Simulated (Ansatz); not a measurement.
**CH₇AlSeSi: one species, many methods**

An exercise on one series of results from a longer session: the logs are not shown, and one member is left open.

Method: functionals in def2-TZVPP, the program's frozen cores in correlated methods; program: Ansatz 0.2.0, Gaussian basis.

Plan: PBE-D4, r2SCAN-D4, PBE0-D4, B3LYP-D4, ωB97X-V, ωB97M-V, B2PLYP; CCSD(T)/def2-TZVPP; MP2/def2-QZVPP; extrapolation to the limit.

## Structure used throughout

The geometry comes from an earlier relaxation with PBE0-D4 in a triple-zeta def2 set; it is a stationary point, not always the lowest conformer.

11 atoms, charge 0, spin multiplicity 1.

Atoms are counted from 1 here; the program's logs count them from 0.

Bond lengths: Al1–C2 1.961 Å, Al1–Se3 2.603 Å, Al1–H5 1.585 Å, Al1–H6 1.585 Å, C2–Se3 2.019 Å, C2–H7 1.088 Å, C2–H8 1.088 Å, Se3–Si4 2.289 Å, Si4–H9 1.485 Å, Si4–H10 1.482 Å, Si4–H11 1.482 Å. Angles: C2–Al1–Se3 50.1°, C2–Al1–H5 117.3°, C2–Al1–H6 118.6°, Se3–Al1–H5 108.5°, Se3–Al1–H6 110.1°, H5–Al1–H6 123.8°, Al1–C2–Se3 81.7°, Al1–C2–H7 120.9°, Al1–C2–H8 123.2°, Se3–C2–H7 105.1°, Se3–C2–H8 108.6°, H7–C2–H8 110.1°, Al1–Se3–C2 48.2°, Al1–Se3–Si4 98.4°, C2–Se3–Si4 97.0°, Se3–Si4–H9 108.8°, Se3–Si4–H10 106.8°, Se3–Si4–H11 109.3° and more.

Set-up of the first run:

in.yaml

```yaml
crystal:
  periodic: [false, false, false]
  atoms:
    - {symbol: Al, position_ang: [0.142215, 1.822816, -0.514943]}
    - {symbol: C, position_ang: [-1.318734, 0.690337, 0.139197]}
    - {symbol: Se, position_ang: [0.118921, 0.081299, 1.419389]}
    - {symbol: Si, position_ang: [0.797265, -1.751405, 0.227760]}
    - {symbol: H, position_ang: [0.276752, 3.271559, 0.113623]}
    - {symbol: H, position_ang: [1.034239, 1.294219, -1.713925]}
    - {symbol: H, position_ang: [-2.105309, 1.101171, 0.769380]}
    - {symbol: H, position_ang: [-1.689368, -0.176966, -0.403669]}
    - {symbol: H, position_ang: [-0.167610, -2.855938, 0.457653]}
    - {symbol: H, position_ang: [2.137620, -2.123231, 0.739856]}
    - {symbol: H, position_ang: [0.839410, -1.410960, -1.213720]}
basis:
  gaussian: {orbitals: def2-TZVPP}
hamiltonian: {xc: pbe, dispersion: d4}
output: {forces: true, orbitals: {seedname: orbitals}}
```

Launch:

```
$ ansatz run in.yaml --threads 4 --pin off --events-out ev --progress --plain --max-ram 10444MiB
```

Among the steps run: PBE-D4 (GGA); r2SCAN-D4 (meta-GGA); PBE0-D4 (hybrid); B3LYP-D4 (hybrid); ωB97X-V (range-separated); ωB97M-V (range-separated); B2PLYP (double hybrid); CCSD(T) in def2-TZVPP; MP2 in def2-QZVPP.

One table of the session follows, with a row left open; its other results are not shown here.

It belongs to the step «Atomisation energies». 

```
            method  atomisation energy (kcal/mol)
            PBE-D4                          786.8
         r2SCAN-D4                          790.9
           PBE0-D4                          782.4
          B3LYP-D4                          785.9
           ωB97X-V                              ?
           ωB97M-V                          787.9
            B2PLYP                          775.1
     HF/def2-TZVPP                          585.7
    MP2/def2-TZVPP                          770.7
   CCSD/def2-TZVPP                          760.7
CCSD(T)/def2-TZVPP                          770.7
           MP2/CBS                          792.0
       CCSD(T)/CBS                          792.0
```

**Question.** Estimate the row for ωB97X-V.

As computed: atomisation energy (kcal/mol): 792.9. In the column «atomisation energy (kcal/mol)» it is the highest.

To keep in mind: Free atoms (1 Al, 1 C, 1 Se, 1 Si, 7 H) were run apart at each level; the atomisation energy is their sum less the molecule, without zero-point or spin-orbit terms.
